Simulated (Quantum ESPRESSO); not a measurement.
BiTe:

```
Bi Te
1.0
     2.42271    1.39875    3.31729
    -2.42271    1.39875    3.31729
     0.00000   -2.79750    3.31729
Bi Te
1 1
Direct
  0.50000 0.50000 0.50000
  0.00000 0.00000 0.00000
```

The cell comes from a database or a generator and needn't be the stable form of this composition.

Base run:

* Program: Quantum ESPRESSO 7.5
* Functional: PBE
* Potentials or basis: SSSP 1.3 efficiency PBE
* Cutoff: 748 eV
* Density cutoff: 5987 eV
* k mesh: 7 × 7 × 7
* Occupations: fermi-dirac, width 0.05 eV
* Spin: no spin polarisation

Its results: band gap on the k mesh none (metal or under the smearing width); pressure -0.1 GPa.

Task: The run is repeated on the same cell with these changes: functional from PBE to PBEsol; potentials or basis from SSSP 1.3 efficiency PBE to PseudoDojo 0.4.1 SR PBEsol standard; cutoff from 748 eV to 1088 eV; density cutoff from 5987 eV to 4354 eV; valence electrons from 21 to 31. What comes out?

Result: Band gap on the k mesh none (metal or under the smearing width); pressure -2.3 GPa.

Caveats: spin-orbit coupling is left out, which moves the levels of the heavy elements.

Not every run made on this cell is shown here.
